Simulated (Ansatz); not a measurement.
# Cl2F4Mo: the cost of one run

Method: RKS r2SCAN-D4/def2-SVP, in Ansatz 0.2.0.

## Step 1: Starting point

Bond lengths: Mo1–Cl2 2.310 Å, Mo1–Cl3 2.310 Å, Mo1–F4 1.770 Å, Mo1–F5 1.770 Å, Mo1–F6 1.770 Å, Mo1–F7 1.770 Å. Angles (14 of 15 angles, heavy atoms first): Cl2–Mo1–Cl3 90.0°, Cl2–Mo1–F4 90.0°, Cl2–Mo1–F5 90.0°, Cl2–Mo1–F6 90.0°, Cl2–Mo1–F7 180.0°, Cl3–Mo1–F4 90.0°, Cl3–Mo1–F5 180.0°, Cl3–Mo1–F6 90.0°, Cl3–Mo1–F7 90.0°, F4–Mo1–F5 90.0°, F4–Mo1–F6 180.0°, F4–Mo1–F7 90.0°, F5–Mo1–F6 90.0°, F5–Mo1–F7 90.0°.

As a file:

```xyz
7

Mo    0.0000    0.0000    0.0000
Cl    0.0000    0.0000    2.3100
Cl    2.3100    0.0000    0.0000
F     0.0000    1.7700    0.0000
F    -1.7700    0.0000    0.0000
F     0.0000   -1.7700    0.0000
F     0.0000    0.0000   -1.7700
```

## Step 2: Preparing the start

Contents of input.yaml:

```yaml
crystal:
  periodic: [false, false, false]
  atoms:
    - { symbol: Mo, position_ang: [0.0, 0.0, 0.0] }
    - { symbol: Cl, position_ang: [0.0, 0.0, 2.31] }
    - { symbol: Cl, position_ang: [2.31, 0.0, 0.0] }
    - { symbol: F, position_ang: [0.0, 1.77, 0.0] }
    - { symbol: F, position_ang: [-1.77, 0.0, 0.0] }
    - { symbol: F, position_ang: [0.0, -1.77, 0.0] }
    - { symbol: F, position_ang: [0.0, 0.0, -1.77] }
basis:
  gaussian: { orbitals: def2-SVP }
hamiltonian:
  xc: r2scan
  dispersion: d4
relax:
  f_tol: 0.02
  max_steps: 40
```

Started as:

```console
ansatz run input.yaml --threads 4 --pin off --max-ram 5120MiB --backend cpu --events-out ev --progress --plain --runs-dir out
```

Q: Estimate wall time and peak memory on 4 threads of Arm Neoverse V1, shared host.

About 23 s, with a peak of 0.23 GiB.
